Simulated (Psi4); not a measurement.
# AlCl3 (aluminium trichloride (monomer)) at HSE06/6-311+G(d,p)

What is the energy change on altering one bond length of AlCl3 (aluminium trichloride (monomer)) at HSE06/6-311+G**? 

Program for the calculation: Psi4 1.11.

## Step 1: The structure to begin with

AlCl3 has 4 atoms, charge 0, and is taken as a singlet. SMILES: `Cl[Al](Cl)Cl`. The shape is that of a PBE0-D4/def2-TZVP optimisation.

Bond lengths: Cl1–Al2 2.069 Å, Al2–Cl3 2.069 Å, Al2–Cl4 2.069 Å. Angles: Cl1–Al2–Cl3 120.0°, Cl1–Al2–Cl4 120.0°, Cl3–Al2–Cl4 120.0°.

## Step 2: Energy and gradient at HSE06/6-311+G(d,p)

Input file calc.dat:

```
memory 2200 mb

molecule {
  0 1
  Cl    -2.14493364    -0.20492190     3.26206413
  Al     0.00001890     0.00000000    -0.00003779
  Cl     3.29182732    -2.08631433    -0.30921589
  Cl    -1.14691258     2.29125513    -2.95282935
  units bohr
  symmetry c1
}

set {
  basis                6-311+G**
  puream               true
  e_convergence        1e-09
  d_convergence        1e-08
  scf_type             pk
  dft_radial_points    99
  dft_spherical_points 590
}

e = gradient('hse06')
```

Command:

```console
$ psi4 -n 1 calc.dat calc.out
```

calc.out:

```text
[...]
  Running in c1 symmetry.
[...]
  Nuclear repulsion =  297.623989508481714
[...]
  Multiplicity = 1
[...]
  Nalpha       = 32
  Nbeta        = 32
[...]
    Number of basis functions: 120
[...]
   @RKS iter   1: -1622.69051021786822   -1.50482e-01   4.01927e-03 ADIIS/DIIS
[...]
   @RKS iter   8: -1622.77931307429571   -1.09139e-11   1.62680e-09 DIIS
[...]
    Orbital Energies [Eh]
    ---------------------
    Doubly Occupied:
       1A   -101.730950     2A   -101.730949     3A   -101.730948
       4A    -56.234545     5A     -9.535789     6A     -9.535788
       7A     -9.535778     8A     -7.267403     9A     -7.267402
      10A     -7.267402    11A     -7.263259    12A     -7.263259
      13A     -7.263257    14A     -7.262441    15A     -7.262441
      16A     -7.262439    17A     -4.256664    18A     -2.790311
      19A     -2.785837    20A     -2.785837    21A     -0.858551
      22A     -0.841267    23A     -0.841265    24A     -0.474118
      25A     -0.410056    26A     -0.410054    27A     -0.374790
      28A     -0.357960    29A     -0.357958    30A     -0.351217
      31A     -0.351215    32A     -0.333098
[...]
  @RKS Final Energy: -1622.77931307429571
   => Energetics <=
    Nuclear Repulsion Energy =            297.6239895084817135
    One-Electron Energy =               -2836.6879041669835715
    Two-Electron Energy =                 995.0646125932830728
    DFT Exchange-Correlation Energy =     -78.7800110090769437
    Empirical Dispersion Energy =           0.0000000000000000
    VV10 Nonlocal Energy =                  0.0000000000000000
    Total Energy =                      -1622.7793130742957146
[...]
 Multipole Moments:
 ------------------------------------------------------------------------------------
     Multipole            Electronic (a.u.)      Nuclear  (a.u.)        Total (a.u.)
 ------------------------------------------------------------------------------------
 L = 1.  Multiply by 2.5417464519 to convert [e a0] to [Debye]
 Dipole X            :          0.0000241           -0.0000023            0.0000218
 Dipole Y            :         -0.0000053            0.0000006           -0.0000047
 Dipole Z            :         -0.0000457            0.0000041           -0.0000416
 Magnitude           :                                                    0.0000471
[...]
  -Total Gradient:
     Atom            X                  Y                   Z
    ------   -----------------  -----------------  -----------------
       1        0.000993098886     0.000094368184    -0.001509089995
       2       -0.000001947348     0.000000436869     0.000001040872
       3       -0.001518657652     0.000960764277     0.000146297376
       4        0.000526775484    -0.001055917423     0.001363409562
[...]
```

Wall time 54 s (1 thread of Intel Xeon Platinum 8259CL at 2.50GHz (Skylake/Cascade Lake), shared host); peak memory 0.93 GiB.

## Step 3: The distorted shape at the same level

Input file alcl3.json:

```json
{
 "schema_name": "qcschema_input",
 "schema_version": 1,
 "molecule": {
  "schema_name": "qcschema_molecule",
  "schema_version": 2,
  "symbols": ["Cl", "Al", "Cl", "Cl"],
  "geometry": [-2.46663872, -0.23565641, 3.75132368, 1.89e-05, 0.0, -3.779e-05, 3.29182732, -2.08631433, -0.30921589, -1.14691258, 2.29125513, -2.95282935],
  "molecular_charge": 0,
  "molecular_multiplicity": 1,
  "fix_symmetry": "c1"
 },
 "driver": "gradient",
 "model": {
  "method": "hse06",
  "basis": "6-311+G**"
 },
 "keywords": {
  "puream": true,
  "e_convergence": 1e-09,
  "d_convergence": 1e-08,
  "scf_type": "pk",
  "dft_radial_points": 99,
  "dft_spherical_points": 590,
  "scf_properties": ["MULLIKEN_CHARGES", "WIBERG_LOWDIN_INDICES", "QUADRUPOLE"]
 }
}
```

Command:

```console
$ psi4 --qcschema alcl3.json -n 1 --memory 2200MB
```

stdout:

```text
[...]
  Running in c1 symmetry.
[...]
  Nuclear repulsion =  284.232422078956404
[...]
  Multiplicity = 1
[...]
  Nalpha       = 32
  Nbeta        = 32
[...]
    Number of basis functions: 120
[...]
   @RKS iter   1: -1622.66918777270439   -2.67313e-01   3.98870e-03 ADIIS/DIIS
[...]
   @RKS iter  10: -1622.75926650373822   -5.68434e-12   3.82925e-09 DIIS
[...]
  @RKS Final Energy: -1622.75926650373822
   => Energetics <=
    Nuclear Repulsion Energy =            284.2324220789564038
    One-Electron Energy =               -2809.6706413712186077
    Two-Electron Energy =                 981.4035806218117841
    DFT Exchange-Correlation Energy =     -78.7246278332877694
    Empirical Dispersion Energy =           0.0000000000000000
    VV10 Nonlocal Energy =                  0.0000000000000000
    Total Energy =                      -1622.7592665037382176
[...]
 Multipole Moments:
 ------------------------------------------------------------------------------------
     Multipole            Electronic (a.u.)      Nuclear  (a.u.)        Total (a.u.)
 ------------------------------------------------------------------------------------
 L = 1.  Multiply by 2.5417464519 to convert [e a0] to [Debye]
 Dipole X            :          0.3291841           -0.0099814            0.3192027
 Dipole Y            :          0.0314414           -0.0009528            0.0304886
 Dipole Z            :         -0.5006399            0.0151806           -0.4854594
 Magnitude           :                                                    0.5817996
 L = 2.  Multiply by 1.3450342976 to convert [e a0^2] to [Debye ang]
 Quadrupole XX       :       -349.0486108          309.5419643          -39.5066465
 Quadrupole XY       :        153.3697479         -151.5890235            1.7807244
[...]
  Mulliken Charges: (a.u.)
   Center  Symbol    Alpha    Beta     Spin     Total
       1    CL     8.60880  8.60880  0.00000 -0.21761
       2    AL     6.33767  6.33767  0.00000  0.32465
       3    CL     8.52676  8.52676  0.00000 -0.05352
       4    CL     8.52676  8.52676  0.00000 -0.05352
   Total alpha = 32.00000, Total beta = 32.00000, Total charge =  0.00000
  Wiberg Bond Indices using Orthogonal Lowdin Orbitals:
[...]
  -Total Gradient:
     Atom            X                  Y                   Z
    ------   -----------------  -----------------  -----------------
       1       -0.030620775649    -0.002925289269     0.046568877057
       2        0.028053047888     0.002680121101    -0.042664593442
       3        0.001489837432    -0.000080451360    -0.001829662313
       4        0.001077875978     0.000325614156    -0.002074589356
[...]
```

The result, in JSON:

```text
{
 "driver": "gradient",
 "model": {
  "method": "hse06",
  "basis": "6-311+G**"
 },
 "success": true,
 "return_result": [-0.030620775648512885, -0.002925289268883707, 0.04656887705715956, 0.028053047887875434, 0.002680121100636558, -0.04266459344209992, 0.0014898374320184982, -8.045136029379008e-05, -0.0018296623132403461, 0.001077875978325836, 0.00032561415622003875, -0.002074589356434703],
 "properties": {
  "calcinfo_nbasis": 120,
  "calcinfo_nmo": 120,
  "calcinfo_nalpha": 32,
  "calcinfo_nbeta": 32,
  "calcinfo_natom": 4,
  "nuclear_repulsion_energy": 284.2324220789564,
  "return_energy": -1622.7592665037382,
  "return_gradient": [-0.030620775648512885, -0.002925289268883707, 0.04656887705715956, 0.028053047887875434, 0.002680121100636558, -0.04266459344209992, 0.0014898374320184982, -8.045136029379008e-05, -0.0018296623132403461, 0.001077875978325836, 0.00032561415622003875, -0.002074589356434703],
  "scf_one_electron_energy": -2809.6706413712186,
  "scf_two_electron_energy": 981.4035806218118,
  "scf_xc_energy": -78.72462783328777,
  "scf_dipole_moment": [0.3192027359630347, 0.03048860215587057, -0.48545935869458123],
  "scf_total_energy": -1622.7592665037382,
  "scf_total_gradient": [-0.030620775648512885, -0.002925289268883707, 0.04656887705715956, 0.028053047887875434, 0.002680121100636558, -0.04266459344209992, 0.0014898374320184982, -8.045136029379008e-05, -0.0018296623132403461, 0.001077875978325836, 0.00032561415622003875, -0.002074589356434703],
  "scf_iterations": 10
 }
}
```

It took 56 s on 1 thread of Intel Xeon Platinum 8259CL at 2.50GHz (Skylake/Cascade Lake), shared host; peak memory 0.93 GiB.

## Step 4: What came out

At HSE06/6-311+G**:

```
                                                           quantity           value
                                          first shape: total energy  -1622.77931 Eh
                                         first shape: dipole moment          0.00 D
                                           first shape: HOMO energy        -9.06 eV
                                           first shape: LUMO energy        -2.03 eV
                                         first shape: HOMO–LUMO gap         7.03 eV
                              first shape: largest force on an atom      0.093 eV/Å
                                      distorted shape: total energy  -1622.75927 Eh
                                     distorted shape: dipole moment          1.48 D
                                       distorted shape: HOMO energy        -8.74 eV
                                       distorted shape: LUMO energy        -2.88 eV
                                     distorted shape: HOMO–LUMO gap         5.85 eV
                          distorted shape: largest force on an atom      2.870 eV/Å
energy change with the Cl1–Al2 bond stretched from 2.069 to 2.379 Å        0.545 eV
```

In words: With the Cl1–Al2 bond stretched from 2.069 to 2.379 Å the energy rises by 0.55 eV (52.6 kJ/mol). The first shape isn't relaxed at this level, so the change isn't measured from a minimum.
